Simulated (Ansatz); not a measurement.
Predict the output of the script below (Ansatz 0.2.0 through its Python package).

`ca3mg.cif`
```cif
data_Ca3Mg
_cell_length_a 5.883022
_cell_length_b 5.883022
_cell_length_c 5.883022
_cell_angle_alpha 60.00000
_cell_angle_beta 60.00000
_cell_angle_gamma 60.00000
_symmetry_space_group_name_H-M 'P 1'
_symmetry_Int_Tables_number 1
loop_
_symmetry_equiv_pos_as_xyz
'x, y, z'
loop_
_atom_site_label
_atom_site_type_symbol
_atom_site_fract_x
_atom_site_fract_y
_atom_site_fract_z
Ca1 Ca    0.500000    0.500000    0.500000
Ca2 Ca    0.250000    0.250000    0.250000
Ca3 Ca    0.750000    0.750000    0.750000
Mg4 Mg    0.000000    0.000000    0.000000
```

The script, `ca3mg_edit.py`:
```python
# -*- coding: utf-8 -*-
from dataclasses import dataclass

import ansatz as az
from ase.io import read
import pandas as pd


@dataclass(frozen=True)
class Options:
    cutoff_ev: int = 510
    kmesh: tuple[int, ...] = (6, 6, 6)
    smearing: str = "methfessel_paxton"


opts = Options()


def main():
    atoms = read("ca3mg.cif")
    crystal = az.Crystal.from_ase(atoms)

    setup = (
        crystal.calculation()
        .functional(az.Functional.LDA)
        .basis(opts.cutoff_ev)
        .kpoints(*opts.kmesh)
        .occupations(opts.smearing, width=50 * az.meV)
        .band_table()
    )
    typed = setup.input()
    rows = []
    for value in [1, 2, 3]:
        edited = typed.set(az.key.basis.xc_grid, value)
        rep = az.Session.from_dict(edited).plan().execute().report
        rows.append((value, rep["free_energy_ev"], rep["n_iterations"], len(rep["eigenvalues_ev"][0]) if "eigenvalues_ev" in rep else 0))
    print(pd.DataFrame(rows, columns=["xc grid", "F eV", "iterations", "bands listed"]).round(4).to_string(index=False))
    print(edited.to_yaml())


if __name__ == "__main__":
    main()
```

```console
$ python ca3mg_edit.py
 xc grid       F eV  iterations  bands listed
       1 -7219.3472           6            24
       2 -7219.3472           6            24
       3 -7219.3472           6            24
crystal:
  lattice:
    - [5.883022, 0.0, 0.0]
    - [2.9415110000000007, 5.094846503022736, 0.0]
    - [2.9415110000000007, 1.6982821676742457, 4.8034673485225925]
  atoms:
    - { symbol: Ca, position: [0.4999999999999999, 0.5, 0.5] }
    - { symbol: Ca, position: [0.24999999999999994, 0.25, 0.25] }
    - { symbol: Ca, position: [0.7499999999999999, 0.7499999999999999, 0.7500000000000001] }
    - { symbol: Mg, position: [0.0, 0.0, 0.0] }
basis:
  ecutwfc: 510.0
  xc_grid: 3
kpoints:
  mp_grid:
    grid: [6, 6, 6]
hamiltonian:
  xc: lda
scf:
  occupations:
    method: methfessel_paxton
    width: 0.05
output:
  eigenvalues: true
```

Notes:
- Absolute energies stand on the zero of these potentials, so only differences at equal settings mean something. A total without «per atom» is that of the whole cell that was run.
- For a metal this k-point mesh is coarse: on a finer one energies can move by several to tens of meV an atom and pressures by half a GPa or more, differences at one mesh by less.
- This cell is a computed structure, which may not be the phase found in nature.
- Hardware and time: 7.8 s on 1 thread of Arm Neoverse V2, with other jobs on the host, peak memory 0.54 GiB.
